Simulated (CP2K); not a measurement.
# SnH2SO (SMILES [OH][Sn][SH]), run twice

Aim: a single-point energy of SnH2SO at AM1.

The calculation is run with CP2K 2026.2.

3 further runs of the same task are left out: 2 that didn't finish, 1 set aside as unsound or not needed.

### 1 The system as given

SnH2SO has 5 atoms, charge 0, and is taken as a singlet. SMILES: `[OH][Sn][SH]`. Geometry: a GFN2-xTB relaxation, a rough one for these elements and not checked as a minimum. This is one conformer, not always the lowest.

Bond lengths: O1–Sn2 2.013 Å, Sn2–S3 2.465 Å, O1–H4 0.954 Å, S3–H5 1.323 Å. Angles: O1–Sn2–S3 99.3°, Sn2–O1–H4 137.3°, Sn2–S3–H5 96.9°.

### 2 The input as first written

The input, qs.inp:

```
&GLOBAL
   PROJECT_NAME qs
   RUN_TYPE ENERGY
   PRINT_LEVEL MEDIUM
&END

&FORCE_EVAL
   METHOD Quickstep
   &DFT
      CHARGE 0
      MULTIPLICITY 1
      &QS
         METHOD AM1
         EPS_DEFAULT 1.0E-10
         &SE
            &COULOMB
               CUTOFF [angstrom] 50
               RC_RANGE [angstrom] 0
            &END
            &EXCHANGE
               CUTOFF [angstrom] 50
               RC_RANGE [angstrom] 0
            &END
         &END
      &END
      ! isolated system
      &POISSON
         PERIODIC NONE
         POISSON_SOLVER ANALYTIC
      &END
      &SCF
         SCF_GUESS ATOMIC
         EPS_SCF 1.0E-07
         MAX_SCF 78
         &DIAGONALIZATION
            ALGORITHM STANDARD
         &END
         &MIXING
            METHOD DIRECT_P_MIXING
            ALPHA 0.4
         &END
      &END
      &PRINT
         &MOMENTS
            PERIODIC F
            REFERENCE COM
            MAX_MOMENT 1
         &END
         &MO ON
            ENERGIES T
            OCCUPATION_NUMBERS T
            NDIGITS 6
            &EACH
               QS_SCF 0
            &END
            ADD_LAST NUMERIC
         &END
         &HIRSHFELD OFF
         &END
      &END
   &END
   ! atoms, cell and kinds
   &SUBSYS
      ! vacuum box
      &CELL
         ABC [angstrom] 17.3 18.2 13
         PERIODIC NONE
      &END
      &COORD
         O     -2.027071    -2.050334    -0.107336
         Sn    -2.352142     1.708294    -0.592372
         S      2.097161     2.938203     0.035111
         H     -0.713825    -3.229410     0.263919
         H      2.995877     0.633247     0.400679
      &END
      &TOPOLOGY
         &CENTER_COORDINATES
         &END
      &END
   &END
&END
```

Launch:

```sh
$ OMP_NUM_THREADS=1 cp2k.psmp qs.inp > qs.out
```

Log:

```text
CP2K| version string:                                       CP2K version 2026.2
[...]
 GLOBAL| Method name                                                        CP2K
[...]
 GLOBAL| Run type                                                         ENERGY
[...]
                             - Atoms:                                          5
[...]
                             - Spherical basis functions:                     14
[...]
 Number of electrons:                                                         18
[...]
     1 P_Mix/Diag. 0.40E+00    0.0     0.99999387       -20.7332529877 -2.07E+01
[...]
    49 DIIS/Diag.  0.33E-07    0.0     0.00000009       -22.2896583431 -7.11E-15
  *** SCF run converged in    49 steps ***
  Core-core repulsion energy [eV]:                            361.14580191962273
  Core Hamiltonian energy [eV]:                             -1022.70525091887362
  Two-electron integral energy [eV]:                          110.05399958839413
  Electronic energy [eV]:                                    -967.67825112467665
  Total energy [eV]:                                         -606.53244920505381
  Atomic reference energy [eV]:                               624.42502061129824
  Heat of formation [kcal/mol]:                               412.61253144058185
[...]
 SE_DIPOLE| Moment [Debye]          9.57798358      -2.71854454       2.00670168
 SE_DIPOLE| Derivative [a.u.]       0.00000000       0.00000000       0.00000000
 ENERGY| Total FORCE_EVAL ( QS ) energy [hartree]            -22.289658343080418
[...]
```

Wall time 0.44 s (1 thread of Arm Neoverse N1, shared host); peak memory 0.14 GiB.

### 3 Reading the log

The run finished; that doesn't make the result usable.

The fault: numbers in bohr are read as ångström, which stretches the molecule by 1.89. As the program read them, the closest atoms are 1.80 Å apart, against 0.95 Å in the sound input.

### 4 Second attempt

The input, job.inp:

```
&GLOBAL
 PROJECT_NAME job
 RUN_TYPE ENERGY
 PRINT_LEVEL MEDIUM
&END GLOBAL

&FORCE_EVAL
 METHOD QUICKSTEP
 &DFT
  &QS
   METHOD AM1
   EPS_DEFAULT 1.0E-10
   &SE
    &COULOMB
     CUTOFF [angstrom] 50
     RC_RANGE [angstrom] 0
    &END COULOMB
    &EXCHANGE
     CUTOFF [angstrom] 50
     RC_RANGE [angstrom] 0
    &END EXCHANGE
   &END SE
  &END QS
  &POISSON
   PERIODIC NONE
   POISSON_SOLVER ANALYTIC
  &END POISSON
  &SCF
   SCF_GUESS ATOMIC
   EPS_SCF 1.0E-07
   MAX_SCF 100
   &DIAGONALIZATION
    ALGORITHM STANDARD
   &END DIAGONALIZATION
   &MIXING
    METHOD DIRECT_P_MIXING
    ALPHA 0.4
   &END MIXING
  &END SCF
  &PRINT
   &MOMENTS
    PERIODIC F
    REFERENCE COM
    MAX_MOMENT 1
   &END MOMENTS
   &MO ON
    ENERGIES T
    OCCUPATION_NUMBERS T
    NDIGITS 6
    &EACH
     QS_SCF 0
    &END EACH
    ADD_LAST NUMERIC
   &END MO
   &HIRSHFELD OFF
   &END HIRSHFELD
  &END PRINT
 &END DFT
 &SUBSYS
  &CELL
   ABC 14.8 15.3 12.5
   PERIODIC NONE
  &END CELL
  &COORD
   O      6.156995     6.642060     6.243920
   Sn     5.984975     8.631040     5.987250
   S      8.339445     9.281880     6.319300
   H      6.851935     6.018120     6.440380
   H      8.815025     8.062150     6.512750
  &END COORD
 &END SUBSYS
&END FORCE_EVAL
```

Launch:

```sh
$ OMP_NUM_THREADS=1 cp2k.psmp -i job.inp -o job.out
```

Log:

```text
CP2K| version string:                                       CP2K version 2026.2
[...]
 GLOBAL| Method name                                                        CP2K
[...]
 GLOBAL| Run type                                                         ENERGY
[...]
                             - Atoms:                                          5
[...]
                             - Spherical basis functions:                     14
[...]
 Number of electrons:                                                         18
[...]
     1 P_Mix/Diag. 0.40E+00    0.0     0.93761311       -20.2277113839 -2.02E+01
[...]
    18 DIIS/Diag.  0.61E-07    0.0     0.00000008       -23.0127377507 -4.97E-14
  *** SCF run converged in    18 steps ***
  Core-core repulsion energy [eV]:                            632.21112829033916
  Core Hamiltonian energy [eV]:                             -1052.56907678271114
  Two-electron integral energy [eV]:                         -411.70098406709258
  Electronic energy [eV]:                                   -1258.41956881625742
  Total energy [eV]:                                         -626.20844052591826
  Atomic reference energy [eV]:                               624.42502061129824
  Heat of formation [kcal/mol]:                               -41.12664350391232
[...]
 SE_DIPOLE| Moment [Debye]          2.58959477       0.69710821       0.39156296
 SE_DIPOLE| Derivative [a.u.]       0.00000000       0.00000000       0.00000000
 ENERGY| Total FORCE_EVAL ( QS ) energy [hartree]            -23.012737750749857
[...]
```

Run time: 0.4 s. Hardware: 1 thread of Arm Neoverse N1, shared host; peak memory 0.14 GiB.

### 5 What came out

Level: AM1.

| quantity | value |
| --- | --- |
| total energy | -23.01274 Eh |
| dipole moment | 2.71 D |
| HOMO energy | -9.55 eV |
| heat of formation | -41.1 kcal/mol |

**Reading.** The first attempt's energy was +19.676 eV off this one.
